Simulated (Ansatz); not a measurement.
Write the native input for Ansatz 0.2.0 that does the following.

| Item | Value |
| --- | --- |
| Task | projected density of states |
| Functional | LDA |
| Potentials or basis | Ansatz PAW |
| Cutoff | 420 eV (not typed: the program's choice for these potentials) |
| k mesh | 9 × 9 × 9 |
| Occupations | fermi-dirac, width 0.05 eV |
| Spin | no spin polarisation |
| Hubbard terms | Nb d U = 5 eV |
| Hubbard projectors | ortho-atomic (the default) |
| Double counting | fll (the default) |

NbSi:

```
Nb Si
1.0
     0.00000    2.57383    2.57383
     2.57383    0.00000    2.57383
     2.57383    2.57383    0.00000
Nb Si
1 1
Direct
  0.00000 0.00000 0.00000
  0.50000 0.50000 0.50000
```

The cell was built by a generator and needn't be a form met in nature.

These files were run (other wordings do the same):

input.yaml

```yaml
crystal:
  lattice:
    - [0.0, 2.57383, 2.57383]
    - [2.57383, 0.0, 2.57383]
    - [2.57383, 2.57383, 0.0]
  atoms:
    - { symbol: Nb, position: [0.0, 0.0, 0.0] }
    - { symbol: Si, position: [0.5, 0.5, 0.5] }
hamiltonian:
  xc: lda
  pseudopotentials: { kind: paw }
  hubbard: { sites: [{ species: Nb, l: d, u_eff: 5.0 }] }
kpoints:
  mp_grid: { grid: [9, 9, 9] }
scf:
  occupations: { method: fermi_dirac, width: 0.05 }
  n_extra_bands: 6
output:
  forces: true
  stress: true
  eigenvalues: true
  dos: { projected: true, de: 0.05, nscf_kmesh: { grid: [14, 14, 14] } }
```

Potentials or basis: Ansatz PAW.

Run with:

```console
$ ansatz run input.yaml --threads 2 --pin off --max-ram 5632MiB --backend cpu --events-out ev --progress --plain --runs-dir out
```

Results of the run:

```
Pressure                             : -4.9 GPa
Band gap on the k mesh               : none (metal or under the smearing width)
Density of states at the Fermi level : 1.39 states/eV per cell
```

Caveat: U without spin polarisation on a metal has little footing; the PAW data sets come from PBE, with cores solved anew for the run's functional, which leaves a small shift of forces and pressure; the U is typed as a test and isn't derived for this compound; the density of states is complete only up to the lowest level of the last band computed.

It took 2.1 s on 2 threads of Arm Neoverse V2 (shared host), peak memory 0.28 GiB.
